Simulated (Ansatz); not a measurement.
# Rb2TiRhC6N6: the cost of one run

Method: DFT PBE, scalar-relativistic, plane waves, PAW, in Ansatz 0.2.0.

1 further run of the same task is left out (it didn't finish). Runs told in other sessions of the task aren't counted.

**1. The structure to begin with**

It takes space group Fm-3m (No. 225, cubic). Conventional cell: a = 10.231 Å, b = 10.231 Å, c = 10.231 Å, α = 90.00°, β = 90.00°, γ = 90.00°. Around Rb (site symmetry -43m) lie 12 N at 3.66 Å and 12 C at 3.67 Å. Ti (site symmetry m-3m) has 6 C at 1.94 Å in its first shell of neighbours. Rh (site symmetry m-3m) is surrounded by 6 N at 2.01 Å. C (site symmetry 4mm) has 1 N at 1.17 Å and 1 Ti at 1.94 Å in its first shell of neighbours. N (site symmetry 4mm) has 1 C at 1.17 Å and 1 Rh at 2.01 Å in its first shell of neighbours.

Coordinates:

```cif
data_structure
_symmetry_space_group_name_H-M 'Fm-3m'
_symmetry_Int_Tables_number 225
_cell_length_a 10.2310
_cell_length_b 10.2310
_cell_length_c 10.2310
_cell_angle_alpha 90.000
_cell_angle_beta 90.000
_cell_angle_gamma 90.000
_cell_volume 1070.91
loop_
_atom_site_label
_atom_site_type_symbol
_atom_site_symmetry_multiplicity
_atom_site_Wyckoff_symbol
_atom_site_fract_x
_atom_site_fract_y
_atom_site_fract_z
_atom_site_occupancy
Rb1 Rb 8 c 0.25000 0.75000 0.75000 1
Ti1 Ti 4 a 0.00000 0.00000 0.00000 1
Rh1 Rh 4 b 0.50000 0.00000 0.00000 1
C1 C 24 e 0.18942 0.00000 0.00000 1
N1 N 24 e 0.30378 0.00000 0.00000 1
```

A structure generator made this guess: cyanide-bridged rock-salt net of two metals, 2 guest cations a cell (Fm-3m, No. 225). Its size is a rough estimate.

**2. A first look at the guess**

input.yaml

```yaml
crystal:
  lattice:
    - [0.0, 5.1155, 5.1155]
    - [5.1155, 0.0, 5.1155]
    - [5.1155, 5.1155, 0.0]
  atoms:
    - { symbol: Rb, position: [0.25, 0.25, 0.25] }
    - { symbol: Rb, position: [0.75, 0.75, 0.75] }
    - { symbol: Ti, position: [0.0, 0.0, 0.0], spin: 1.0 }
    - { symbol: Rh, position: [0.5, 0.5, 0.5], spin: 1.0 }
    - { symbol: C, position: [0.8105757, 0.1894243, 0.1894243] }
    - { symbol: C, position: [0.1894243, 0.8105757, 0.1894243] }
    - { symbol: C, position: [0.1894243, 0.1894243, 0.8105757] }
    - { symbol: C, position: [0.1894243, 0.8105757, 0.8105757] }
    - { symbol: C, position: [0.8105757, 0.1894243, 0.8105757] }
    - { symbol: C, position: [0.8105757, 0.8105757, 0.1894243] }
    - { symbol: "N", position: [0.69621738, 0.30378262, 0.30378262] }
    - { symbol: "N", position: [0.30378262, 0.69621738, 0.30378262] }
    - { symbol: "N", position: [0.30378262, 0.30378262, 0.69621738] }
    - { symbol: "N", position: [0.30378262, 0.69621738, 0.69621738] }
    - { symbol: "N", position: [0.69621738, 0.30378262, 0.69621738] }
    - { symbol: "N", position: [0.69621738, 0.69621738, 0.30378262] }
basis:
  ecutwfc: 420
kpoints:
  mp_grid: { grid: [4, 4, 4] }
hamiltonian:
  xc: pbe
scf:
  occupations: { method: gaussian, width: 0.1 }
  lower_state_search: "off"
output:
  forces: true
  stress: true
  eigenvalues: true
  populations: true
magnetization:
  spin_polarized: true
```

Launch:

```sh
$ ansatz run input.yaml --threads 1 --pin off --max-ram 2560MiB --backend cpu --events-out ev --progress --plain --runs-dir out
```

**Question.** How long does this run take on 1 thread of Intel Xeon 6975P-C (Granite Rapids), shared host, and how much memory does it need?

About 18 s, with a peak of 0.77 GiB.
